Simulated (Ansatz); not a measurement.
# AlClF₂: taking an electron away

One table from this session's results is given with a row withheld; the runs are named, their logs left out.

Computed with Ansatz 0.2.0, Gaussian basis. Level: unrestricted cation, the program's frozen cores in correlated methods.

The runs, in order: UKS PBE-D4/def2-TZVPP; UKS r2SCAN-D4/def2-TZVPP; UKS PBE0-D4/def2-TZVPP; UKS B3LYP-D4/def2-TZVPP; UKS wB97X-V/def2-TZVPP; UKS wB97M-V/def2-TZVPP; UKS B2PLYP/def2-TZVPP; UHF-CCSD(T)/def2-TZVPP; UHF-MP2/def2-QZVPP; extrapolation to the limit; then −ε(HOMO) from the neutral's earlier runs with LDA (SPW92), PBE-D4, revPBE-D4, BLYP-D4, r2SCAN-D4, B97M-V, PBE0-D4, B3LYP-D4, r2SCANh-D4, r2SCAN0-D4, HSE06-D4, BHLYP-D4, CAM-B3LYP-D4, LC-ωPBE, ωB97X-V, ωB97M-V.

## The relaxed structure

All runs share one geometry, relaxed beforehand with PBE0-D4 in a triple-zeta def2 set.

SMILES `[F][Al]([F])[Cl]`, 4 atoms, charge 0, spin multiplicity 1.

Atoms are counted from 1 here; the program's logs count them from 0.

Bond lengths: F1–Al2 1.631 Å, Al2–F3 1.631 Å, Al2–Cl4 2.061 Å. Angles: F1–Al2–F3 119.0°, F1–Al2–Cl4 120.5°, F3–Al2–Cl4 120.5°.

The first run:

Input file in.yaml:

```yaml
crystal:
  periodic: [false, false, false]
  atoms:
    - {symbol: F, position_ang: [1.012181, 0.706385, 1.143912]}
    - {symbol: Al, position_ang: [0.083310, -0.065913, 0.048476]}
    - {symbol: F, position_ang: [0.287096, -1.668899, -0.170916]}
    - {symbol: Cl, position_ang: [-1.327088, 0.968126, -1.041772]}
basis:
  gaussian: {orbitals: def2-TZVPP}
total_charge: 1
magnetization: {spin_polarized: true, initial_magnetization: 1}
hamiltonian: {xc: pbe, dispersion: d4}
```

On the command line:

```sh
$ ansatz run in.yaml --threads 4 --pin off --events-out ev --progress --plain --max-ram 10444MiB
```

Steps of the session up to this table: Cation, UKS PBE-D4/def2-TZVPP; Cation, UKS r2SCAN-D4/def2-TZVPP; Cation, UKS PBE0-D4/def2-TZVPP; Cation, UKS B3LYP-D4/def2-TZVPP; Cation, UKS wB97X-V/def2-TZVPP; Cation, UKS wB97M-V/def2-TZVPP; Cation, UKS B2PLYP (frozen core)/def2-TZVPP; Cation, UHF-CCSD(T)/def2-TZVPP; Cation, UHF-MP2/def2-QZVPP.

One table of the session follows, with a row left open; its other results are not shown here.

For comparison, −ε(HOMO) of the neutral from earlier runs:

```
  functional  −ε(HOMO) (eV)
 LDA (SPW92)           8.64
      PBE-D4           8.46
   revPBE-D4           8.40
     BLYP-D4           8.29
   r2SCAN-D4           8.85
      B97M-V           8.91
     PBE0-D4           9.96
    B3LYP-D4           9.65
  r2SCANh-D4              ?
  r2SCAN0-D4          10.21
    HSE06-D4           9.55
    BHLYP-D4          11.27
CAM-B3LYP-D4          11.36
     LC-ωPBE          12.82
     ωB97X-V          12.42
     ωB97M-V          12.25
```

Estimate the missing values for r2SCANh-D4.

Worked estimate for «−ε(HOMO) (eV)». Against the share of exact exchange, r2SCAN-D4 (0, 8.85), r2SCAN0-D4 (0.25, 10.21) give a slope of 5.44 per unit share; at 0.1 the line stands at 9.39.

The run gave: −ε(HOMO) (eV): 9.39. In «−ε(HOMO) (eV)» the line misses by 0.00.

Caveats from the session: The cation may have settled in a state other than its lowest; no search over hole states beyond the program's own was made.
